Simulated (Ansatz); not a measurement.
# C₃H₁₀BN: small, medium and large basis sets

Aim: see how fast density functionals converge with the basis set for C₃H₁₀BN.

Program: Ansatz 0.2.0, Gaussian basis. Level of theory: one geometry, several basis sets. These are calculated values, not measurements.

Plan: PBE0-D4/def2-SVP; ωB97M-V/def2-SVP; PBE0-D4/def2-QZVPP; ωB97M-V/def2-QZVPP; the functionals' def2-TZVPP values are taken from earlier runs.

## 1. The geometry

An earlier PBE0-D4 in a triple-zeta def2 set relaxation fixed the geometry.

SMILES `BN(C)CC`, 15 atoms, charge 0, spin multiplicity 1.

Atoms are counted from 1 here; the program's logs count them from 0.

Bond lengths: B1–N2 1.386 Å, B1–H6 1.194 Å, B1–H7 1.198 Å, N2–C3 1.447 Å, N2–C4 1.455 Å, C3–H8 1.096 Å, C3–H9 1.088 Å, C3–H10 1.096 Å, C4–C5 1.510 Å, C4–H11 1.099 Å, C4–H12 1.099 Å, C5–H13 1.092 Å, C5–H14 1.091 Å, C5–H15 1.091 Å. Angles: N2–B1–H6 120.9°, N2–B1–H7 118.0°, H6–B1–H7 121.1°, B1–N2–C3 122.0°, B1–N2–C4 126.5°, C3–N2–C4 111.5°, N2–C3–H8 110.8°, N2–C3–H9 109.9°, N2–C3–H10 110.8°, H8–C3–H9 108.8°, H8–C3–H10 107.5°, H9–C3–H10 108.8°, N2–C4–C5 115.7°, N2–C4–H11 108.0°, N2–C4–H12 108.0°, C5–C4–H11 109.5°, C5–C4–H12 109.4°, H11–C4–H12 105.7° and more.

Coordinates:

```xyz
15
C3H10BN
B     0.0428   -0.2165    1.6347
N     0.3248   -0.4018    0.2907
C     1.2587   -1.4090   -0.1653
C    -0.2411    0.3430   -0.8232
C    -1.2241    1.4274   -0.4531
H    -0.7310    0.6200    1.9899
H     0.5999   -0.9204    2.4282
H     2.0862   -0.9513   -0.7199
H     1.6642   -1.9508    0.6868
H     0.7661   -2.1225   -0.8362
H    -0.7246   -0.3737   -1.5011
H     0.5883    0.7808   -1.3954
H    -1.5756    1.9144   -1.3653
H    -0.7664    2.1855    0.1843
H    -2.0900    1.0242    0.0742
```

## 2. PBE0-D4 in def2-SVP

Contents of in.yaml:

```yaml
crystal:
  periodic: [false, false, false]
  atoms:
    - {symbol: B, position_ang: [0.042819, -0.216513, 1.634720]}
    - {symbol: N, position_ang: [0.324847, -0.401819, 0.290684]}
    - {symbol: C, position_ang: [1.258705, -1.409044, -0.165291]}
    - {symbol: C, position_ang: [-0.241112, 0.342989, -0.823162]}
    - {symbol: C, position_ang: [-1.224090, 1.427390, -0.453113]}
    - {symbol: H, position_ang: [-0.730996, 0.619999, 1.989927]}
    - {symbol: H, position_ang: [0.599854, -0.920353, 2.428166]}
    - {symbol: H, position_ang: [2.086154, -0.951255, -0.719853]}
    - {symbol: H, position_ang: [1.664220, -1.950809, 0.686808]}
    - {symbol: H, position_ang: [0.766108, -2.122532, -0.836173]}
    - {symbol: H, position_ang: [-0.724615, -0.373738, -1.501138]}
    - {symbol: H, position_ang: [0.588299, 0.780823, -1.395365]}
    - {symbol: H, position_ang: [-1.575637, 1.914444, -1.365326]}
    - {symbol: H, position_ang: [-0.766427, 2.185544, 0.184337]}
    - {symbol: H, position_ang: [-2.090027, 1.024172, 0.074180]}
basis:
  gaussian: {orbitals: def2-SVP}
hamiltonian: {xc: pbe0, dispersion: d4}
output: {orbitals: {seedname: orbitals}}
```

Launch:

```
$ ansatz run in.yaml --threads 4 --pin off --events-out ev --progress --plain --max-ram 10444MiB
```

The program printed:

```text
Functional definition: PBE0
  name "PBE0"
  cite "Adamo & Barone, J. Chem. Phys. 110, 6158 (1999) doi:10.1063/1.478522"
  cite "Perdew, Burke & Ernzerhof, Phys. Rev. Lett. 77, 3865 (1996) doi:10.1103/PhysRevLett.77.3865"
  parent pbe
  parameter a = 0.25
  parameter kappa = 0.804
  parameter beta = 0.06672455060314922
  exchange = (1 - a)*pbe_x(kappa = kappa, mu = beta*pi^2/3) + a*exact_x
  correlation = pbe_c(beta = beta)
1380 factors; their error is unknown
mean field evaluation 1: about -5423.9108 eV, gradient 5.1e1 eV
mean field evaluation 2: about -5421.1481 eV, gradient 6.2e1 eV
mean field evaluation 4: about -5430.4457 eV, gradient 2.4e0 eV
mean field evaluation 8: about -5430.4595 eV, gradient 3.0e-2 eV
mean field evaluation 16: about -5430.4357 eV, gradient 1.8e-5 eV
mean field -5430.43574758 eV, -199.5648328419 hartree, gradient 1.8e-5 eV, S^2 0.000000; 0 other end points of the search recorded, 0 dependent functions left out
reference -5430.43577639 eV, -199.5648339007 hartree; 20, 20 occupied and 100, 100 virtual orbitals, 1380 factors
Total energy: -5430.66572299 eV, -199.5732842825 hartree
```

Wall time 2.3 s (4 threads of Intel Xeon at 2.50GHz, shared host).

## 3. ωB97M-V in def2-SVP

Changes to in.yaml since step 2:

```diff
@@ -20,3 +20,3 @@
   gaussian: {orbitals: def2-SVP}
-hamiltonian: {xc: pbe0, dispersion: d4}
+hamiltonian: {xc: {name: wB97M-V}}
 output: {orbitals: {seedname: orbitals}}
```

The command is unchanged.

The program printed (excerpt; [...] marks lines left out):

```text
Functional definition: wB97M-V
  name "wB97M-V"
  cite "Mardirossian & Head-Gordon, J. Chem. Phys. 144, 214110 (2016) doi:10.1063/1.4952647"
  cite "Becke, J. Chem. Phys. 107, 8554 (1997) doi:10.1063/1.475007"
  cite "Vydrov & Van Voorhis, J. Chem. Phys. 133, 244103 (2010) doi:10.1063/1.3521275"
  # Of w^i u^j: cxij and so on, Table III.
[...]
  gx(w, u) = 1 - cx + cx01*u + cx10*w
  gss(w, u) = css00 + css04*u^4 + css10*w + css20*w^2 + css43*w^4*u^3
  gos(w, u) = cos00 + cos10*w + (cos20 + cos21*u)*w^2 + (cos60 + cos61*u)*w^6
[...]
      + integral(e_c_pw_mod_opposite_spin*gos(b97_w_opposite, b97_u_opposite)) + vv10(b, c)
1380 factors; their error is unknown
366 factors; integrals over basis functions are off by at most 1.1e-5 eV
[...]
mean field -5433.83444591 eV, -199.6897327018 hartree, gradient 2.0e-5 eV, S^2 0.000000; 0 other end points of the search recorded, 0 dependent functions left out
reference -5433.83449140 eV, -199.6897343738 hartree; 20, 20 occupied and 100, 100 virtual orbitals, 1380 factors
Total energy: -5433.83449140 eV, -199.6897343738 hartree
```

It took 7.5 s on 4 threads of Intel Xeon at 2.50GHz, shared host.

## 4. PBE0-D4 in def2-QZVPP

Changes to in.yaml since step 3:

```diff
@@ -19,4 +19,4 @@
 basis:
-  gaussian: {orbitals: def2-SVP}
-hamiltonian: {xc: {name: wB97M-V}}
+  gaussian: {orbitals: "def2-QZVPP.json"}
+hamiltonian: {xc: pbe0, dispersion: d4}
 output: {orbitals: {seedname: orbitals}}
```

The command is unchanged.

The program printed:

```text
Functional definition: PBE0
  name "PBE0"
  cite "Adamo & Barone, J. Chem. Phys. 110, 6158 (1999) doi:10.1063/1.478522"
  cite "Perdew, Burke & Ernzerhof, Phys. Rev. Lett. 77, 3865 (1996) doi:10.1103/PhysRevLett.77.3865"
  parent pbe
  parameter a = 0.25
  parameter kappa = 0.804
  parameter beta = 0.06672455060314922
  exchange = (1 - a)*pbe_x(kappa = kappa, mu = beta*pi^2/3) + a*exact_x
  correlation = pbe_c(beta = beta)
1525 factors; their error is unknown
mean field evaluation 1: about -5425.6019 eV, gradient 6.9e1 eV
mean field evaluation 2: about -5415.7703 eV, gradient 9.3e1 eV
mean field evaluation 4: about -5436.6267 eV, gradient 4.8e0 eV
mean field evaluation 8: about -5436.6756 eV, gradient 6.0e-2 eV
mean field evaluation 16: about -5436.6737 eV, gradient 2.8e-5 eV
mean field -5436.67368303 eV, -199.7940727417 hartree, gradient 2.8e-5 eV, S^2 0.000000; 0 other end points of the search recorded, 0 dependent functions left out
reference -5436.67372857 eV, -199.7940744153 hartree; 20, 20 occupied and 565, 565 virtual orbitals, 1525 factors
Total energy: -5436.90367518 eV, -199.8025247970 hartree
```

It took 19 s on 4 threads of Intel Xeon at 2.50GHz, shared host; peak memory 2.2 GiB.

## 5. ωB97M-V in def2-QZVPP

Changes to in.yaml since step 4:

```diff
@@ -20,3 +20,3 @@
   gaussian: {orbitals: "def2-QZVPP.json"}
-hamiltonian: {xc: pbe0, dispersion: d4}
+hamiltonian: {xc: {name: wB97M-V}}
 output: {orbitals: {seedname: orbitals}}
```

Same command.

The program printed (excerpt; [...] marks lines left out):

```text
Functional definition: wB97M-V
  name "wB97M-V"
  cite "Mardirossian & Head-Gordon, J. Chem. Phys. 144, 214110 (2016) doi:10.1063/1.4952647"
  cite "Becke, J. Chem. Phys. 107, 8554 (1997) doi:10.1063/1.475007"
  cite "Vydrov & Van Voorhis, J. Chem. Phys. 133, 244103 (2010) doi:10.1063/1.3521275"
  # Of w^i u^j: cxij and so on, Table III.
[...]
  gx(w, u) = 1 - cx + cx01*u + cx10*w
  gss(w, u) = css00 + css04*u^4 + css10*w + css20*w^2 + css43*w^4*u^3
  gos(w, u) = cos00 + cos10*w + (cos20 + cos21*u)*w^2 + (cos60 + cos61*u)*w^6
[...]
      + integral(e_c_pw_mod_opposite_spin*gos(b97_w_opposite, b97_u_opposite)) + vv10(b, c)
1525 factors; their error is unknown
477 factors; integrals over basis functions are off by at most 1.1e-5 eV
[...]
mean field -5440.44011853 eV, -199.9324866933 hartree, gradient 4.5e-5 eV, S^2 0.000000; 0 other end points of the search recorded, 0 dependent functions left out
reference -5440.44019101 eV, -199.9324893567 hartree; 20, 20 occupied and 565, 565 virtual orbitals, 1525 factors
Total energy: -5440.44019101 eV, -199.9324893567 hartree
```

Run time: 41 s. Hardware: 4 threads of Intel Xeon at 2.50GHz, shared host; peak memory 2.6 GiB.

## 6. Functionals by basis

The def2-TZVPP values come from earlier runs at the same geometry.

```csv
functional,basis,functions,energy (eV),from the largest (eV),HOMO (eV),LUMO (eV)
PBE0-D4,def2-SVP,120,-5430.6657,6.238,-7.36,0.51
PBE0-D4,def2-TZVPP,295,-5436.5837,0.320,-7.39,0.21
PBE0-D4,def2-QZVPP,585,-5436.9037,0.000,-7.40,0.09
ωB97M-V,def2-SVP,120,-5433.8345,6.606,-9.66,2.49
ωB97M-V,def2-TZVPP,295,-5440.1264,0.314,-9.71,1.93
ωB97M-V,def2-QZVPP,585,-5440.4402,0.000,-9.71,1.54
```

## 7. Results

| quantity | value |
| --- | --- |
| PBE0-D4: double and triple zeta above quadruple | 6.24, 0.32 eV |
| ωB97M-V: double and triple zeta above quadruple | 6.61, 0.31 eV |

PBE0-D4 gains 5.92 eV from double to triple zeta, then 0.32 eV more. Total energies overstate the basis error of differences, where much of it tends to cancel. The LUMO of ωB97M-V is positive and keeps falling with the basis (2.49 to 1.54 eV): an unbound level that the basis holds in place.

For PBE0-D4 the largest set took about 8 times as long as the smallest (19 s against 2.3 s).
